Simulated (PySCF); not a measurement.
# CH8GeSSi: the cost of one run

The runs use PySCF 2.14.0, with density-fitted response routines of our own; the level of theory stands in each step. All values are computed, except where a source is named. Atoms are numbered from 0 throughout.

### Step 1. Starting geometry

12 atoms, charge 0, multiplicity 1; geometry from: GFN2-xTB. The atoms were then displaced at random by about 0.01 Å, so the start is not that level's minimum.

Bonds of the start (Å): C0–Si1 1.87, Si1–S2 2.16, S2–Ge3 2.22, C0–H4 1.08, C0–H5 1.10, C0–H6 1.11, Si1–H7 1.46, Si1–H8 1.43, Ge3–H9 1.46, Ge3–H10 1.52, Ge3–H11 1.51.

### Step 2. Geometry optimisation at PBE0-D3(BJ)/def2-SVP

What the job is given:

```
{"job": {"xc": "PBE0", "basis": "def2-SVP", "d3": "d3bj", "grid": 1, "shake": 0.01, "kind": "geom"}, "charge": 0, "multiplicity": 1}
C     -1.684830     0.517050     0.309400
Si    -0.869950    -1.075720    -0.227860
S      0.939700    -0.640180    -1.324080
Ge     2.159820     0.381880     0.230470
H     -1.126590     1.053430     1.055580
H     -2.695490     0.354210     0.713490
H     -1.812220     1.217470    -0.537810
H     -0.491900    -1.884760     0.929160
H     -1.627430    -1.812010    -1.199090
H      3.491790     0.615640    -0.313740
H      1.515710     1.700090     0.632500
H      2.241080    -0.455360     1.487680
```

Launch:

```sh
$ OMP_NUM_THREADS=1 python probes_run.py task.json out
```

This one command runs all jobs of the session in turn.

**Question.** How long does this first job take on 1 thread of Arm Neoverse V2, shared host, and how much memory does it need?

About 31 s, with a peak of 0.53 GiB.
